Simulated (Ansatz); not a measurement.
# BrRb: the cost of one run

Method: the levels named in each step, in Ansatz 0.2.0.

### 1 The starting structure

Bond lengths: Br1–Rb2 2.938 Å.

Coordinates:

```xyz
2

Br    0.0000    0.0000    0.0000
Rb    0.0000    0.0000    2.9379
```

### 2 A rough first relaxation, PBE-D4/def2-SVP

This run stands in another session on the same molecule. It ended at:

```xyz
2

Br    0.0000    0.0000   -0.0287
Rb    0.0000    0.0000    2.9666
```

### 3 Relaxation, PBE0-D4/def2-TZVPP

The input, input.yaml:

```yaml
crystal:
  periodic: [false, false, false]
  atoms:
    - { symbol: Br, position_ang: [0.0, 0.0, -0.02870953] }
    - { symbol: Rb, position_ang: [0.0, 0.0, 2.96657953] }
basis:
  gaussian: { orbitals: def2-TZVPP }
hamiltonian:
  xc: pbe0
  dispersion: d4
relax:
  f_tol: 0.002
  max_steps: 150
```

On the command line:

```console
ansatz run input.yaml --threads 2 --pin off --max-ram 5120MiB --backend cpu --events-out ev --progress --plain --runs-dir out
```

**Question.** How long does this run take on 2 threads of Arm Neoverse V1, shared host, and how much memory does it need?

About 6.1 s, with a peak of 0.15 GiB.
